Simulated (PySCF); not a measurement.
# Tl⁵³⁺, Tl⁵⁴⁺: ionisation energy in even-tempered 17s13p7d4f3g

Wanted: the ionisation energy of thallium, up a ladder of methods.

Method: unrestricted determinants in a Gaussian basis, no spin-orbit coupling in the energies. Code: PySCF 2.14.0.

## 1. The system

* Element: thallium (Z = 81)
* Basis: an even-tempered Gaussian basis (17 s from 13 bohr⁻², ratio 2.5; 13 p from 17 bohr⁻², ratio 2.5; 7 d from 17 bohr⁻², ratio 2.5; 4 f from 72 bohr⁻², ratio 2.7; 3 g from 110 bohr⁻², ratio 2.7)
* Hamiltonian: the spin-free X2C one-electron Hamiltonian (Gaussian nucleus)
* State 1: Tl⁵³⁺: [Ar] 3d10, closed-shell 1S
* State 2: Tl⁵⁴⁺: [Ar] 3d9, 2D determinant
* Methods: UHF, LDA, PBE, PBE0, r2SCAN, BHandHLYP, B3LYP, MP2
* Core shells frozen in the correlated runs: outer shells: [Ne] (for Tl⁵³⁺)

The outer shells:

Tl53+ [Ar] 3d10
```
[Ar] core
3d [↑↓][↑↓][↑↓][↑↓][↑↓]
```

Tl54+ [Ar] 3d9
```
[Ar] core
3d [↑↓][↑↓][↑↓][↑↓][↑ ]
```

The runs were made by one driver on top of PySCF. The scripts below sum up each run's settings (the driver also hands on starting orbitals that pick excited configurations, and frozen orbitals as a list rather than a count), and the logs come from the driver's own runs. The driver starts from symmetry-adapted Hartree-Fock orbitals, holds the occupation by maximum overlap and uses a logarithmic radial grid for functionals, so a plain start would take other cycles.

The integrals over 146 functions and the set-up took 0.77 s of CPU time.

## 2. Tl⁵³⁺: the ladder of methods

UHF:

The input, input.py:

```python
from pyscf import gto, scf, dft, mp, cc
mol = gto.M(atom="Tl 0 0 0", charge=53, spin=0, symmetry="D2h",
            basis=gto.etbs([(0, 17, 13, 2.5), (1, 13, 17, 2.5), (2, 7, 17, 2.5), (3, 4, 72, 2.7), (4, 3, 110, 2.7)]),
            nucmod="G")
mf = scf.UHF(mol).sfx2c1e()
mf.irrep_nelec = {'Ag': (5, 5), 'B1g': (1, 1), 'B2g': (1, 1), 'B3g': (1, 1), 'B1u': (2, 2), 'B2u': (2, 2), 'B3u': (2, 2)}
mf.kernel()
```

Log:

```text
damping factor = 0
level_shift factor = 0
DIIS = <class 'pyscf.scf.diis.CDIIS'>
diis_start_cycle = 1
diis_space = 10
diis_damp = 0
SCF conv_tol = 1e-09
SCF conv_tol_grad = None
number electrons alpha = 14  beta = 14
cycle= 1 E= -18060.6789997355  delta_E= 1.46e-11  |g|= 1.49e-06  |ddm|= 4.95e-07
converged SCF energy = -18060.6789997355  <S^2> = -7.1054274e-15  2S+1 = 1
```

It used 9.4 s of CPU time after the integrals (shared host).

Orbital energies by shell (radii are means over both spins):

| shell | electrons | mean orbital energy (eV) | spread (eV) | rms radius (bohr) |
| --- | --- | --- | --- | --- |
| 1s | 2 | -89030.2 | 0 | 0.0184 |
| 2s | 2 | -18420.3 | 0 | 0.0741 |
| 2p | 6 | -16326.1 | 0 | 0.0681 |
| 3s | 2 | -6548.2 | 0 | 0.185 |
| 3p | 6 | -5928.0 | 0 | 0.187 |
| 3d | 10 | -5282.7 | 0 | 0.169 |

⟨S²⟩ = 0.000, ⟨L²⟩ = 0.00.

Spin-orbit constants on these orbitals (cm⁻¹; bare nucleus, screened nucleus, mean field): 3p 2422000, 2362000, 2342000; 3d 378500, 331800, 325800.

The p, d and f levels are scalar averages; spin-orbit coupling splits them strongly at this Z.

LDA:

input.py, as changed from the run before:

```diff
@@ -4,3 +4,3 @@
             nucmod="G")
-mf = scf.UHF(mol).sfx2c1e()
+mf = dft.UKS(mol, xc="LDA,VWN").sfx2c1e()
 mf.irrep_nelec = {'Ag': (5, 5), 'B1g': (1, 1), 'B2g': (1, 1), 'B3g': (1, 1), 'B1u': (2, 2), 'B2u': (2, 2), 'B3u': (2, 2)}
```

Log:

```text
damping factor = 0
level_shift factor = 0
DIIS = <class 'pyscf.scf.diis.CDIIS'>
diis_start_cycle = 1
diis_space = 10
diis_damp = 0
SCF conv_tol = 1e-09
SCF conv_tol_grad = None
number electrons alpha = 14  beta = 14
XC functionals = LDA,VWN
    P. A. M. Dirac.,  Math. Proc. Cambridge Philos. Soc. 26, 376 (1930)
    F. Bloch.,  Z. Phys. 57, 545 (1929)
    S. H. Vosko, L. Wilk, and M. Nusair.,  Can. J. Phys. 58, 1200 (1980)
cycle= 1 E= -18049.7489729042  delta_E= -0.0281  |g|= 0.0933  |ddm|= 0.0405
cycle= 2 E= -18049.7489904578  delta_E= -1.76e-05  |g|= 0.0113  |ddm|= 0.000914
cycle= 3 E= -18049.7489910094  delta_E= -5.52e-07  |g|= 0.000813  |ddm|= 0.000139
cycle= 4 E= -18049.7489910126  delta_E= -3.25e-09  |g|= 5.03e-06  |ddm|= 9.88e-06
cycle= 5 E= -18049.7489910126  delta_E= 1.82e-11  |g|= 3.88e-08  |ddm|= 7.02e-08
converged SCF energy = -18049.7489910126  <S^2> = -2.1316282e-14  2S+1 = 1
```

It used 1.2 s of CPU time after the integrals (shared host).

PBE:

input.py, as changed from the run before:

```diff
@@ -4,3 +4,3 @@
             nucmod="G")
-mf = dft.UKS(mol, xc="LDA,VWN").sfx2c1e()
+mf = dft.UKS(mol, xc="PBE").sfx2c1e()
 mf.irrep_nelec = {'Ag': (5, 5), 'B1g': (1, 1), 'B2g': (1, 1), 'B3g': (1, 1), 'B1u': (2, 2), 'B2u': (2, 2), 'B3u': (2, 2)}
```

Log:

```text
damping factor = 0
level_shift factor = 0
DIIS = <class 'pyscf.scf.diis.CDIIS'>
diis_start_cycle = 1
diis_space = 10
diis_damp = 0
SCF conv_tol = 1e-09
SCF conv_tol_grad = None
number electrons alpha = 14  beta = 14
XC functionals = PBE
    J. P. Perdew, K. Burke, and M. Ernzerhof.,  Phys. Rev. Lett. 77, 3865 (1996)
    J. P. Perdew, K. Burke, and M. Ernzerhof.,  Phys. Rev. Lett. 78, 1396 (1997)
    J. P. Perdew, K. Burke, and M. Ernzerhof.,  Phys. Rev. Lett. 77, 3865 (1996)
    J. P. Perdew, K. Burke, and M. Ernzerhof.,  Phys. Rev. Lett. 78, 1396 (1997)
cycle= 1 E= -18062.619696549  delta_E= -0.0213  |g|= 0.0256  |ddm|= 0.0319
cycle= 2 E= -18062.61969899  delta_E= -2.44e-06  |g|= 0.0031  |ddm|= 0.000429
cycle= 3 E= -18062.6196990443  delta_E= -5.43e-08  |g|= 0.000378  |ddm|= 4.59e-05
cycle= 4 E= -18062.6196990449  delta_E= -6.37e-10  |g|= 2.98e-06  |ddm|= 4.3e-06
converged SCF energy = -18062.6196990449  <S^2> = -1.7763568e-14  2S+1 = 1
```

It used 1.4 s of CPU time after the integrals (shared host).

PBE0:

input.py, as changed from the run before:

```diff
@@ -4,3 +4,3 @@
             nucmod="G")
-mf = dft.UKS(mol, xc="PBE").sfx2c1e()
+mf = dft.UKS(mol, xc="PBE0").sfx2c1e()
 mf.irrep_nelec = {'Ag': (5, 5), 'B1g': (1, 1), 'B2g': (1, 1), 'B3g': (1, 1), 'B1u': (2, 2), 'B2u': (2, 2), 'B3u': (2, 2)}
```

Log:

```text
damping factor = 0
level_shift factor = 0
DIIS = <class 'pyscf.scf.diis.CDIIS'>
diis_start_cycle = 1
diis_space = 10
diis_damp = 0
SCF conv_tol = 1e-09
SCF conv_tol_grad = None
number electrons alpha = 14  beta = 14
XC functionals = PBE0
    C. Adamo and V. Barone.,  J. Chem. Phys. 110, 6158 (1999)
    M. Ernzerhof and G. E. Scuseria.,  J. Chem. Phys. 110, 5029 (1999)
cycle= 1 E= -18062.5420166641  delta_E= -0.0117  |g|= 0.0199  |ddm|= 0.0231
cycle= 2 E= -18062.5420175986  delta_E= -9.34e-07  |g|= 0.00169  |ddm|= 0.000136
cycle= 3 E= -18062.542017614  delta_E= -1.54e-08  |g|= 0.000236  |ddm|= 2.57e-05
cycle= 4 E= -18062.5420176143  delta_E= -2.51e-10  |g|= 1.74e-06  |ddm|= 2.71e-06
converged SCF energy = -18062.5420176143  <S^2> = -1.7763568e-14  2S+1 = 1
```

CPU time 2.7 s on a shared host, the integrals not counted.

r2SCAN:

input.py, as changed from the run before:

```diff
@@ -4,3 +4,3 @@
             nucmod="G")
-mf = dft.UKS(mol, xc="PBE0").sfx2c1e()
+mf = dft.UKS(mol, xc="R2SCAN").sfx2c1e()
 mf.irrep_nelec = {'Ag': (5, 5), 'B1g': (1, 1), 'B2g': (1, 1), 'B3g': (1, 1), 'B1u': (2, 2), 'B2u': (2, 2), 'B3u': (2, 2)}
```

Log:

```text
damping factor = 0
level_shift factor = 0
DIIS = <class 'pyscf.scf.diis.CDIIS'>
diis_start_cycle = 1
diis_space = 10
diis_damp = 0
SCF conv_tol = 1e-09
SCF conv_tol_grad = None
number electrons alpha = 14  beta = 14
XC functionals = R2SCAN
    J. W. Furness, A. D. Kaplan, J. Ning, J. P. Perdew, and J. Sun.,  J. Phys. Chem. Lett. 11, 8208-8215 (2020)
    J. W. Furness, A. D. Kaplan, J. Ning, J. P. Perdew, and J. Sun.,  J. Phys. Chem. Lett. 11, 9248-9248 (2020)
    J. W. Furness, A. D. Kaplan, J. Ning, J. P. Perdew, and J. Sun.,  J. Phys. Chem. Lett. 11, 8208-8215 (2020)
    J. W. Furness, A. D. Kaplan, J. Ning, J. P. Perdew, and J. Sun.,  J. Phys. Chem. Lett. 11, 9248-9248 (2020)
cycle= 1 E= -18063.1341619583  delta_E= -0.00998  |g|= 0.0248  |ddm|= 0.0167
cycle= 2 E= -18063.134162895  delta_E= -9.37e-07  |g|= 0.00178  |ddm|= 0.000141
cycle= 3 E= -18063.1341629122  delta_E= -1.72e-08  |g|= 0.000264  |ddm|= 2.68e-05
cycle= 4 E= -18063.1341629125  delta_E= -3.13e-10  |g|= 1.96e-06  |ddm|= 3.1e-06
converged SCF energy = -18063.1341629125  <S^2> = -1.2434498e-14  2S+1 = 1
```

It used 3.1 s of CPU time after the integrals (shared host).

BHandHLYP:

input.py, as changed from the run before:

```diff
@@ -4,3 +4,3 @@
             nucmod="G")
-mf = dft.UKS(mol, xc="R2SCAN").sfx2c1e()
+mf = dft.UKS(mol, xc="BHANDHLYP").sfx2c1e()
 mf.irrep_nelec = {'Ag': (5, 5), 'B1g': (1, 1), 'B2g': (1, 1), 'B3g': (1, 1), 'B1u': (2, 2), 'B2u': (2, 2), 'B3u': (2, 2)}
```

Log:

```text
damping factor = 0
level_shift factor = 0
DIIS = <class 'pyscf.scf.diis.CDIIS'>
diis_start_cycle = 1
diis_space = 10
diis_damp = 0
SCF conv_tol = 1e-09
SCF conv_tol_grad = None
number electrons alpha = 14  beta = 14
XC functionals = BHANDHLYP
    A. D. Becke.,  J. Chem. Phys. 98, 1372 (1993)
    Defined through Gaussian implementation.
cycle= 1 E= -18063.1077437948  delta_E= -0.00568  |g|= 0.0189  |ddm|= 0.016
cycle= 2 E= -18063.1077442947  delta_E= -5e-07  |g|= 0.000555  |ddm|= 0.00019
cycle= 3 E= -18063.107744295  delta_E= -3.31e-10  |g|= 2.59e-05  |ddm|= 3.45e-06
converged SCF energy = -18063.107744295  <S^2> = -1.0658141e-14  2S+1 = 1
```

It used 2.2 s of CPU time after the integrals (shared host).

B3LYP:

input.py, as changed from the run before:

```diff
@@ -4,3 +4,3 @@
             nucmod="G")
-mf = dft.UKS(mol, xc="BHANDHLYP").sfx2c1e()
+mf = dft.UKS(mol, xc="B3LYP").sfx2c1e()
 mf.irrep_nelec = {'Ag': (5, 5), 'B1g': (1, 1), 'B2g': (1, 1), 'B3g': (1, 1), 'B1u': (2, 2), 'B2u': (2, 2), 'B3u': (2, 2)}
```

Log:

```text
damping factor = 0
level_shift factor = 0
DIIS = <class 'pyscf.scf.diis.CDIIS'>
diis_start_cycle = 1
diis_space = 10
diis_damp = 0
SCF conv_tol = 1e-09
SCF conv_tol_grad = None
number electrons alpha = 14  beta = 14
XC functionals = B3LYP
    P. J. Stephens, F. J. Devlin, C. F. Chabalowski, and M. J. Frisch.,  J. Phys. Chem. 98, 11623 (1994)
cycle= 1 E= -18062.8456015395  delta_E= -0.0143  |g|= 0.0192  |ddm|= 0.0262
cycle= 2 E= -18062.845602125  delta_E= -5.85e-07  |g|= 0.000728  |ddm|= 0.000164
cycle= 3 E= -18062.8456021276  delta_E= -2.59e-09  |g|= 0.000102  |ddm|= 1.13e-05
cycle= 4 E= -18062.8456021276  delta_E= -2.18e-11  |g|= 5.86e-06  |ddm|= 1.34e-06
converged SCF energy = -18062.8456021276  <S^2> = -1.2434498e-14  2S+1 = 1
```

It used 2.7 s of CPU time after the integrals (shared host).

MP2 (outer shells):

input.py, as changed from the run before:

```diff
@@ -4,4 +4,5 @@
             nucmod="G")
-mf = dft.UKS(mol, xc="B3LYP").sfx2c1e()
+mf = scf.UHF(mol).sfx2c1e()
 mf.irrep_nelec = {'Ag': (5, 5), 'B1g': (1, 1), 'B2g': (1, 1), 'B3g': (1, 1), 'B1u': (2, 2), 'B2u': (2, 2), 'B3u': (2, 2)}
 mf.kernel()
+mp.UMP2(mf, frozen=5).kernel()
```

The driver printed no log here.

It used 1.6 s of CPU time after the integrals (shared host).

With 18 electrons correlated, the MP2 correlation energy is -0.78598 hartree (-0.26635 same spin, -0.51963 opposite spin); the SCS form gives -0.71234. Largest pairs of shells: 3d-3d -0.4068, 3p-3d -0.2221, 3p-3p -0.0645, 3s-3d -0.0560, 3s-3p -0.0314.

Radial density 4πr²ρ of Tl⁵³⁺ at UHF, without picture-change correction:

| r (bohr) | density |
| --- | --- |
| 0.000392 | 5.75 |
| 0.000659 | 11.4 |
| 0.00111 | 21.7 |
| 0.00186 | 39.5 |
| 0.00314 | 66.6 |
| 0.00527 | 98.2 |
| 0.00887 | 117 |
| 0.0149 | 106 |
| 0.0251 | 101 |
| 0.0422 | 143 |
| 0.0710 | 125 |
| 0.119 | 118 |
| 0.201 | 84.2 |
| 0.338 | 5.37 |
| 0.568 | 0.0158 |

[end of part 1 of 2]
